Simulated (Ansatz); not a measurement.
# MoS2 (Molybdenite 2H): the cost of one run

Computed with Ansatz 0.2.0 (DFT, PBE, plane-wave PAW, default files, scalar-relativistic, unless a step's input says otherwise).

## 1. The starting structure

Symmetry: P6_3/mmc, No. 194, hexagonal system. The conventional cell has a = 3.140 Å, b = 3.140 Å, c = 12.530 Å, α = 90.00°, β = 90.00°, γ = 120.00°. Mo (site symmetry -6m2) has 6 S at 2.40 Å as nearest neighbours. S (site symmetry 3m) is surrounded by 3 Mo at 2.40 Å.

As a file:

```
Mo S
1.0
     3.14000    0.00000    0.00000
    -1.57000    2.71932    0.00000
     0.00000    0.00000   12.53000
Mo S
2 4
Cartesian
  0.0000 1.8129 3.1325
  1.5700 0.9064 9.3975
  0.0000 1.8129 7.8312
  1.5700 0.9064 1.5662
  0.0000 1.8129 10.9637
  1.5700 0.9064 4.6987
```

## 2. First run, atoms as given

File input.yaml:

```yaml
crystal:
  lattice:
    - [3.14, 0.0, 0.0]
    - [-1.57, 2.7193197679, 0.0]
    - [0.0, 0.0, 12.53]
  atoms:
    - { symbol: Mo, position: [0.3333333333, 0.6666666667, 0.25], spin: 2.0 }
    - { symbol: Mo, position: [0.6666666667, 0.3333333333, 0.75], spin: 2.0 }
    - { symbol: S, position: [0.3333333333, 0.6666666667, 0.625] }
    - { symbol: S, position: [0.6666666667, 0.3333333333, 0.125] }
    - { symbol: S, position: [0.3333333333, 0.6666666667, 0.875] }
    - { symbol: S, position: [0.6666666667, 0.3333333333, 0.375] }
magnetization:
  spin_polarized: true
kpoints:
  mp_grid: { grid: [16, 16, 4] }
scf:
  occupations: { method: fermi_dirac, width: 0.02 }
hamiltonian:
  xc: pbe
  pseudopotentials: { kind: paw }
output:
  forces: true
  stress: true
  populations: true
  efg:
    quadrupole_moments_barn: { Mo: -0.022, S: -0.0694 }
    contact_densities: true
```

Launch:

```bash
$ ansatz run input.yaml --threads 1 --pin off --max-ram 3072MiB --backend cpu --events-out ev --progress --plain --runs-dir out
```

Q: Estimate wall time and peak memory on 1 thread of AMD EPYC 9R45 (Zen 5), shared host.

About 16 s, with a peak of 0.8 GiB.
